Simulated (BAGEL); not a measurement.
# BH2SCl (SMILES SBCl) at HF/3-21G (density fitting with qzvpp-jkfit)

What is the electronic atomisation energy of BH2SCl at HF/3-21G (density fitting with qzvpp-jkfit)? 

The results are computed with BAGEL 1.2.2.

17 further runs of the same task are left out: 17 set aside as unsound or not needed.

**1. The system as given**

The species is BH2SCl (5 atoms), meant as a singlet with charge 0. SMILES: `SBCl`. The shape is that of a PBE0-D4/def2-TZVP optimisation. This is one conformer, not always the lowest.

Bond lengths: S1–B2 1.779 Å, B2–Cl3 1.745 Å, S1–H4 1.343 Å, B2–H5 1.189 Å. Angles: S1–B2–Cl3 118.6°, S1–B2–H5 122.1°, Cl3–B2–H5 119.3°, B2–S1–H4 96.0°.

**2. The energy at HF/3-21G (density fitting with qzvpp-jkfit)**

job.json reads:

```json
{ "bagel": [

{
  "title": "molecule",
  "basis": "3-21g",
  "df_basis": "qzvpp-jkfit",
  "angstrom": "true",
  "geometry": [
    { "atom": "S", "xyz": [      -1.294500,      -0.008800,      -0.323500 ] },
    { "atom": "B", "xyz": [       0.402900,      -0.217800,       0.164700 ] },
    { "atom": "Cl", "xyz": [       0.888700,      -1.738900,       0.868900 ] },
    { "atom": "H", "xyz": [      -1.157600,       1.248200,      -0.777100 ] },
    { "atom": "H", "xyz": [       1.210400,       0.643400,       0.025700 ] }
  ]
},

{
  "title": "hf"
},

{
  "title": "print",
  "file": "orbitals.molden",
  "orbitals": "true"
}

]}
```

The run is started by

```sh
$ BAGEL_NUM_THREADS=1 BAGEL job.json > job.out
```

What it wrote:

```text
* using 1 threads per process

  ===============================================================
  ===============================================================

  *** Geometry ***

  { "atom" : "S", "xyz" : [     -2.446250,     -0.016630,     -0.611326 ] },
  { "atom" : "B", "xyz" : [      0.761371,     -0.411582,      0.311238 ] },
  { "atom" : "Cl", "xyz" : [      1.679400,     -3.286045,      1.641983 ] },
  { "atom" : "H", "xyz" : [     -2.187547,      2.358756,     -1.468506 ] },
  { "atom" : "H", "xyz" : [      2.287325,      1.215850,      0.048566 ] },

  Number of auxiliary basis functions:      367

  Since a DF basis is specified, we compute 2- and 3-index integrals:
    o Being stored without compression. Storage requirement is 0.004 GB

  Number of basis functions:       39
  Number of electrons      :       40

    * METHOD: MOLECULE                             0.09

  *** RHF ***

  === Nuclear Repulsion ===
   115.9794314719

      * DIIS with orbital gradients will be used.

  === RHF iteration (3-21g) ===
      0       -878.55413996          0.01394827           0.02
      1       -878.59916213          0.00523600           0.01
      2       -878.60486787          0.00123924           0.01
      3       -878.60535652          0.00016945           0.01
      4       -878.60536970          0.00004269           0.01
      5       -878.60537065          0.00001501           0.01
      6       -878.60537076          0.00000415           0.01
      7       -878.60537077          0.00000095           0.01
      8       -878.60537077          0.00000028           0.01
      9       -878.60537077          0.00000010           0.01
     10       -878.60537077          0.00000003           0.01
     11       -878.60537077          0.00000001           0.01
     12       -878.60537077          0.00000000           0.01
    * SCF iteration converged.

    * Permanent dipole moment:
           (   -0.104245,    -0.963957,     0.347606) a.u.

    * METHOD: HF                                   0.27

    * METHOD: PRINT                                0.00

  ===============================================================
```

It took 0.48 s on 1 thread of Arm Neoverse V1, shared host.

**3. The B atom at the same level**

input.json reads:

```json
{ "bagel": [

{
  "title": "molecule",
  "basis": "3-21g",
  "df_basis": "qzvpp-jkfit",
  "angstrom": "true",
  "geometry": [
    { "atom": "B", "xyz": [       0.000000,       0.000000,       0.000000 ] }
  ]
},

{
  "title": "uhf",
  "nopen": 1
},

{
  "title": "print",
  "file": "orbitals.molden",
  "orbitals": "true"
}

]}
```

The run is started by

```sh
$ BAGEL_NUM_THREADS=1 BAGEL input.json > input.out
```

What it wrote:

```text
* using 1 threads per process

  ===============================================================
  ===============================================================

  *** Geometry ***

  { "atom" : "B", "xyz" : [      0.000000,      0.000000,      0.000000 ] },

  Number of auxiliary basis functions:       75

  Since a DF basis is specified, we compute 2- and 3-index integrals:
    o Being stored without compression. Storage requirement is 0.000 GB

  Number of basis functions:        9
  Number of electrons      :        5

    * METHOD: MOLECULE                             0.01

  *** Open-shell HF ***

  === Nuclear Repulsion ===
     0.0000000000

      * DIIS with orbital gradients will be used.

  === UHF iteration (3-21g) ===
      0        -24.38016565          0.01882807           0.00
      1        -24.38811352          0.00763208           0.00
      2        -24.38943980          0.00334054           0.00
      3        -24.38977608          0.00006308           0.00
      4        -24.38977805          0.00001684           0.00
      5        -24.38977828          0.00000409           0.00
      6        -24.38977830          0.00000044           0.00
      7        -24.38977830          0.00000000           0.00
    * SCF iteration converged.

    * S^2 (UHF) is 0.7503

    * Permanent dipole moment:
           (   -0.000000,    -0.000000,    -0.000000) a.u.

    * METHOD: UHF                                  0.02

    * METHOD: PRINT                                0.00

  ===============================================================
```

Wall time 0.16 s (1 thread of Arm Neoverse V1, shared host).

**4. The Cl atom, same level**

hf.json reads:

```json
{ "bagel": [

{
  "title": "molecule",
  "basis": "3-21g",
  "df_basis": "qzvpp-jkfit",
  "angstrom": true,
  "geometry": [
    { "atom": "Cl", "xyz": [       0.000000,       0.000000,       0.000000 ] }
  ]
},

{ "title": "uhf", "nopen": 1 },

{ "title": "print", "file": "orbitals.molden", "orbitals": true }

]}
```

The run is started by

```sh
$ BAGEL_NUM_THREADS=1 BAGEL hf.json > hf.out
```

What it wrote:

```text
* using 1 threads per process

  ===============================================================
  ===============================================================

  *** Geometry ***

  { "atom" : "Cl", "xyz" : [      0.000000,      0.000000,      0.000000 ] },

  Number of auxiliary basis functions:      128

  Since a DF basis is specified, we compute 2- and 3-index integrals:
    o Being stored without compression. Storage requirement is 0.000 GB

  Number of basis functions:       13
  Number of electrons      :       17

    * METHOD: MOLECULE                             0.02

  *** Open-shell HF ***

  === Nuclear Repulsion ===
     0.0000000000

      * DIIS with orbital gradients will be used.

  === UHF iteration (3-21g) ===
      0       -457.27445058          0.00939305           0.00
      1       -457.27633333          0.00180507           0.00
      2       -457.27647994          0.00051423           0.00
      3       -457.27650229          0.00009817           0.00
      4       -457.27650422          0.00003124           0.00
      5       -457.27650457          0.00000276           0.00
      6       -457.27650459          0.00000045           0.00
      7       -457.27650459          0.00000018           0.00
      8       -457.27650459          0.00000001           0.00
      9       -457.27650459          0.00000000           0.00
    * SCF iteration converged.

    * S^2 (UHF) is 0.7504

    * Permanent dipole moment:
           (   -0.000000,    -0.000000,    -0.000000) a.u.

    * METHOD: UHF                                  0.03

    * METHOD: PRINT                                0.00

  ===============================================================
```

Run time: 0.16 s. Hardware: 1 thread of Arm Neoverse V1, shared host.

**5. The H atom, same level**

input.json reads:

```json
{ "bagel" : [

{
  "title" : "molecule",
  "basis" : "3-21g",
  "df_basis" : "qzvpp-jkfit",
  "angstrom" : true,
  "geometry" : [
    { "atom" : "H", "xyz" : [       0.000000,       0.000000,       0.000000 ] }
  ]
},

{
  "title" : "uhf",
  "nopen" : 1
},

{
  "title" : "print",
  "file" : "orbitals.molden",
  "orbitals" : true
}

]}
```

The run is started by

```sh
$ BAGEL_NUM_THREADS=1 BAGEL input.json > input.out
```

What it wrote:

```text
* using 1 threads per process

  ===============================================================
  ===============================================================

  *** Geometry ***

  { "atom" : "H", "xyz" : [      0.000000,      0.000000,      0.000000 ] },

  Number of auxiliary basis functions:       18

  Since a DF basis is specified, we compute 2- and 3-index integrals:
    o Being stored without compression. Storage requirement is 0.000 GB

  Number of basis functions:        2
  Number of electrons      :        1

    * METHOD: MOLECULE                             0.01

  *** Open-shell HF ***

  === Nuclear Repulsion ===
     0.0000000000

      * DIIS with orbital gradients will be used.

  === UHF iteration (3-21g) ===
      0         -0.48950371          0.09163385           0.00
      1         -0.49554995          0.02860283           0.00
      2         -0.49613575          0.00890675           0.00
      3         -0.49619861          0.00000000           0.00
    * SCF iteration converged.

    * S^2 (UHF) is 0.7500

    * Permanent dipole moment:
           (    0.000000,     0.000000,     0.000000) a.u.

    * METHOD: UHF                                  0.01

    * METHOD: PRINT                                0.00

  ===============================================================
```

It took 0.14 s on 1 thread of Arm Neoverse V1, shared host.

**6. The S atom**

hf.json reads:

```json
{ "bagel": [

{
  "title": "molecule",
  "basis": "3-21g",
  "df_basis": "qzvpp-jkfit",
  "angstrom": "true",
  "geometry": [
    { "atom": "S", "xyz": [       0.000000,       0.000000,       0.000000 ] }
  ]
},

{
  "title": "uhf",
  "nopen": 2
},

{
  "title": "print",
  "file": "orbitals.molden",
  "orbitals": "true"
}

]}
```

The run is started by

```sh
$ BAGEL_NUM_THREADS=1 BAGEL hf.json > hf.out
```

What it wrote:

```text
* using 1 threads per process

  ===============================================================
  ===============================================================

  *** Geometry ***

  { "atom" : "S", "xyz" : [      0.000000,      0.000000,      0.000000 ] },

  Number of auxiliary basis functions:      128

  Since a DF basis is specified, we compute 2- and 3-index integrals:
    o Being stored without compression. Storage requirement is 0.000 GB

  Number of basis functions:       13
  Number of electrons      :       16

    * METHOD: MOLECULE                             0.02

  *** Open-shell HF ***

  === Nuclear Repulsion ===
     0.0000000000

      * DIIS with orbital gradients will be used.

  === UHF iteration (3-21g) ===
      0       -395.54604639          0.01204418           0.00
      1       -395.55088242          0.00291795           0.00
      2       -395.55126292          0.00083561           0.00
      3       -395.55132837          0.00022027           0.00
      4       -395.55133631          0.00005049           0.00
      5       -395.55133711          0.00000357           0.00
      6       -395.55133713          0.00000045           0.00
      7       -395.55133713          0.00000019           0.00
      8       -395.55133713          0.00000001           0.00
    * SCF iteration converged.

    * S^2 (UHF) is 2.0008

    * Permanent dipole moment:
           (   -0.000000,     0.000000,    -0.000000) a.u.

    * METHOD: UHF                                  0.03

    * METHOD: PRINT                                0.00

  ===============================================================
```

It took 0.18 s on 1 thread of Arm Neoverse V1, shared host.

**7. Outcome**

Level: HF/3-21G (density fitting with qzvpp-jkfit).

```
                     quantity          value
       molecule: total energy  -878.60537 Eh
      molecule: dipole moment         2.62 D
        molecule: HOMO energy      -11.37 eV
        molecule: LUMO energy        2.11 eV
      molecule: HOMO–LUMO gap       13.47 eV
         B atom: total energy   -24.38978 Eh
        B atom: dipole moment         0.00 D
                 B atom: ⟨S²⟩          0.750
        Cl atom: total energy  -457.27650 Eh
       Cl atom: dipole moment         0.00 D
                Cl atom: ⟨S²⟩          0.750
         H atom: total energy    -0.49620 Eh
        H atom: dipole moment         0.00 D
                 H atom: ⟨S²⟩          0.750
         S atom: total energy  -395.55134 Eh
        S atom: dipole moment         0.00 D
                 S atom: ⟨S²⟩          2.001
electronic atomisation energy      10.758 eV
```

Taking the molecule apart into free atoms costs 10.76 eV (1038 kJ/mol), before zero-point energy and without spin-orbit coupling. Hartree–Fock lacks the correlation of the bonding pairs, which as a rule makes this value much too low; in minimal bases other errors can mask that. The basis has no polarisation functions, which makes bonds too weak.
